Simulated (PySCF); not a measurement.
# C2H9GeNSi: the cost of one run

Programs: PySCF 2.14.0, with density-fitted response routines of our own. Each step states its level of theory. These are calculated values for one molecule in the gas phase, unless marked as measured. Atoms are numbered from 0 throughout.

**1. The starting structure**

14 atoms, charge 0, multiplicity 1; geometry from: GFN2-xTB. The atoms were then displaced at random by about 0.01 Å, so the start is not that level's minimum.

Bonds of the start (Å): C0–Ge1 2.00, Ge1–C2 1.99, C2–Si3 1.90, Si3–N4 1.69, N4–Ge1 1.86, C0–H5 1.05, C0–H6 1.10, C0–H7 1.10, Ge1–H8 1.51, C2–H9 1.07, C2–H10 1.10, Si3–H11 1.48, Si3–H12 1.48, N4–H13 1.00.

**2. Optimising the geometry at PBE0-D3(BJ)/def2-SVP**

What the job is given:

```
{"job": {"xc": "PBE0", "basis": "def2-SVP", "d3": "d3bj", "grid": 1, "shake": 0.01, "kind": "geom"}, "charge": 0, "multiplicity": 1}
C      2.143630    -0.071100     0.791520
Ge     0.605410    -0.579250    -0.382890
C     -1.195810    -0.911040     0.406810
Si    -1.766020     0.719960    -0.390480
N     -0.247680     0.895920    -1.120130
H      2.550480    -0.907270     1.277270
H      1.779540     0.643380     1.548080
H      2.917460     0.449820     0.204380
H      1.088950    -1.483600    -1.488870
H     -1.682100    -1.805300     0.073980
H     -1.203320    -0.920910     1.509610
H     -2.879160     0.527420    -1.345540
H     -2.165020     1.766000     0.583280
H      0.046500     1.660880    -1.689700
```

The run is started by

```bash
$ OMP_NUM_THREADS=1 python probes_run.py task.json out
```

The driver reads the jobs from task.json and runs them one after another.

**Question.** How long does this first job take on 1 thread of Arm Neoverse V1, shared host, and how much memory does it need?

About 76 s, with a peak of 0.6 GiB.
